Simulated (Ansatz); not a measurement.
# C6H11ClO2: a ladder of functionals and wavefunction methods

The task here is to estimate one member of a computed series from the others.

Method: functionals in def2-TZVPP, the program's frozen cores in correlated methods; program: Ansatz 0.2.0, Gaussian basis.

Levels to be run: PBE-D4, r2SCAN-D4, PBE0-D4, B3LYP-D4, ωB97X-V, ωB97M-V, B2PLYP; CCSD(T)/def2-TZVPP; MP2/def2-QZVPP; extrapolation to the limit.

### The geometry

All runs share one geometry, relaxed beforehand with PBE0-D4 in a triple-zeta def2 set.

SMILES `CCCOC(=O)CCCl`, 20 atoms, charge 0, spin multiplicity 1.

Atoms are counted from 1 here; the program's logs count them from 0.

Bond lengths: C1–C2 1.519 Å, C1–H10 1.094 Å, C1–H11 1.092 Å, C1–H12 1.092 Å, C2–C3 1.513 Å, C2–H13 1.095 Å, C2–H14 1.094 Å, C3–O4 1.436 Å, C3–H15 1.092 Å, C3–H16 1.091 Å, O4–C5 1.335 Å, C5–O6 1.203 Å, C5–C7 1.505 Å, C7–C8 1.509 Å, C7–H17 1.093 Å, C7–H18 1.093 Å, C8–Cl9 1.782 Å, C8–H19 1.088 Å and more. Angles: C2–C1–H10 111.2°, C2–C1–H11 111.3°, C2–C1–H12 111.1°, H10–C1–H11 107.6°, H10–C1–H12 107.8°, H11–C1–H12 107.8°, C1–C2–C3 113.5°, C1–C2–H13 110.1°, C1–C2–H14 110.7°, C3–C2–H13 107.1°, C3–C2–H14 108.7°, H13–C2–H14 106.3°, C2–C3–O4 111.8°, C2–C3–H15 111.1°, C2–C3–H16 111.0°, O4–C3–H15 104.4°, O4–C3–H16 108.8°, H15–C3–H16 109.5° and more.

Set-up of the first run:

in.yaml

```yaml
crystal:
  periodic: [false, false, false]
  atoms:
    - {symbol: C, position_ang: [1.952119, -2.047264, 0.428269]}
    - {symbol: C, position_ang: [1.227973, -1.716831, -0.865224]}
    - {symbol: C, position_ang: [-0.273366, -1.621609, -0.707647]}
    - {symbol: O, position_ang: [-0.647321, -0.599975, 0.229970]}
    - {symbol: C, position_ang: [-0.750432, 0.641631, -0.248898]}
    - {symbol: O, position_ang: [-0.567912, 0.945481, -1.398413]}
    - {symbol: C, position_ang: [-1.129206, 1.606805, 0.841678]}
    - {symbol: C, position_ang: [-1.274444, 3.010844, 0.306986]}
    - {symbol: Cl, position_ang: [-1.715729, 4.133332, 1.618944]}
    - {symbol: H, position_ang: [1.620943, -3.007894, 0.832655]}
    - {symbol: H, position_ang: [1.767899, -1.287183, 1.190257]}
    - {symbol: H, position_ang: [3.030685, -2.106497, 0.270255]}
    - {symbol: H, position_ang: [1.425397, -2.489584, -1.615955]}
    - {symbol: H, position_ang: [1.597105, -0.777790, -1.286758]}
    - {symbol: H, position_ang: [-0.683444, -2.540745, -0.284873]}
    - {symbol: H, position_ang: [-0.754959, -1.414872, -1.664389]}
    - {symbol: H, position_ang: [-0.367137, 1.564031, 1.624587]}
    - {symbol: H, position_ang: [-2.058102, 1.265011, 1.305534]}
    - {symbol: H, position_ang: [-0.344897, 3.370753, -0.128775]}
    - {symbol: H, position_ang: [-2.055153, 3.072388, -0.448193]}
basis:
  gaussian: {orbitals: def2-TZVPP}
hamiltonian: {xc: pbe, dispersion: d4}
output: {forces: true, orbitals: {seedname: orbitals}}
```

Started as:

```console
> ansatz run in.yaml --threads 4 --pin off --events-out ev --progress --plain --max-ram 66560MiB --backend cuda --devices 0, --max-vram 37GiB
```

Steps of the session up to this table: PBE-D4 (GGA); r2SCAN-D4 (meta-GGA); PBE0-D4 (hybrid); B3LYP-D4 (hybrid); ωB97X-V (range-separated); ωB97M-V (range-separated); B2PLYP (double hybrid); CCSD(T) in def2-TZVPP; MP2 in def2-QZVPP.

One of the session's tables, all rows but one given; the rest of the session is left out.

| method | atomisation energy (kJ/mol) |
| --- | --- |
| PBE-D4 | 8397.3 |
| r2SCAN-D4 | 8205.6 |
| PBE0-D4 | ? |
| B3LYP-D4 | 8157.1 |
| ωB97X-V | 8187.2 |
| ωB97M-V | 8196.8 |
| B2PLYP | 8082.5 |
| HF/def2-TZVPP | 5951.9 |
| MP2/def2-TZVPP | 8129.7 |
| CCSD/def2-TZVPP | 7837.3 |
| CCSD(T)/def2-TZVPP | 7967.7 |
| MP2/CBS | 8324.0 |
| CCSD(T)/CBS | 8161.9 |

**Question.** Estimate the row for PBE0-D4.

As computed: atomisation energy (kJ/mol): 8236.3. In the column «atomisation energy (kJ/mol)» it lies between r2SCAN-D4 (8205.6) and MP2/CBS (8324.0).
